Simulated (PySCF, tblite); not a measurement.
# C₆H₄NO radical: geometry, infrared bands and EPR parameters

Wanted: the infrared bands and EPR parameters of C₆H₄NO radical (`C#CC#CC[N]C=O`), by calculation.

The runs use tblite 0.8.0 and PySCF 2.14.0, with density-fitted response routines of our own; the level of theory stands in each step. All values are computed, except where a source is named. Atoms are numbered from 0 throughout.

### Step 1. Starting geometry

12 atoms, charge 0, multiplicity 2; geometry from: force field or distance geometry start.

Bonds of the start (Å): C0–C1 1.23, C1–C2 1.40, C2–C3 1.22, C3–C4 1.47, C4–N5 1.45, N5–C6 1.43, C6–O7 1.27, C0–H8 1.06, C4–H9 1.12, C4–H10 1.11, C6–H11 1.08.

### Step 2. Optimising the geometry with GFN2-xTB

The job: settings as JSON, then the geometry in Å.

```
{"job": {"kind": "relax", "xc": "GFN2-xTB", "basis": "xTB"}, "charge": 0, "multiplicity": 2}
C      4.005000    -0.330500     0.893800
C      2.824800    -0.439000     0.579400
C      1.471500    -0.566300     0.234400
C      0.292400    -0.652200    -0.063800
C     -1.142600    -0.762100    -0.383500
N     -1.958500     0.084400     0.467800
C     -2.416200     1.381700     0.090300
O     -3.636200     1.668600     0.314900
H      5.031300    -0.227600     1.146700
H     -1.472900    -1.818300    -0.205200
H     -1.237000    -0.450200    -1.441900
H     -1.760200     2.110900    -0.364800
```

Run with:

```sh
$ OMP_NUM_THREADS=1 python probes_run.py task.json out
```

One launch serves the whole session: the jobs run in the order shown.

**Question.** This job is followed by: GFN2-xTB harmonic vibrations, gas phase; UKS B3LYP, pcH-1 on C H N O, non-relativistic, mean-field spin-orbit, GIAO. Predict these results of the whole session: strongest single infrared mode (GFN2-xTB); zero-point energy (GFN2-xTB); g(iso) (B3LYP); ⟨S²⟩; largest a(iso) (averaged by class); potential on the surface of density 0.002 e/bohr³, 1st and 99th percentile.

As calculated:

| quantity | value |
| --- | --- |
| strongest single infrared mode (GFN2-xTB) | 1785 cm⁻¹, 276 km/mol |
| zero-point energy (GFN2-xTB) | 47.2 kcal/mol |
| g(iso) (B3LYP) | 2.00393 |
| ⟨S²⟩ | 0.761 (exact 0.75) |
| largest a(iso) (averaged by class) | 1H on H11, 367.2 MHz |
| potential on the surface of density 0.002 e/bohr³, 1st and 99th percentile | -1.59 V and 1.82 V |

The optimisation took 90 steps and gained 1.041 eV; among the close pairs (by a distance rule), N5–C6 changed most, from 1.427 to 1.282 Å. No mode is imaginary among the 30: a minimum at this level. The strongest single mode, at 1785 cm⁻¹, moves mainly C6. GFN2-xTB is a fitted tight-binding method: band positions and strengths are rough. Its intensities can rank the bands wrongly. The largest share of the spin, 0.57 e, sits on N5. The isotropic g lies 1.6 ppt above the free-electron value.
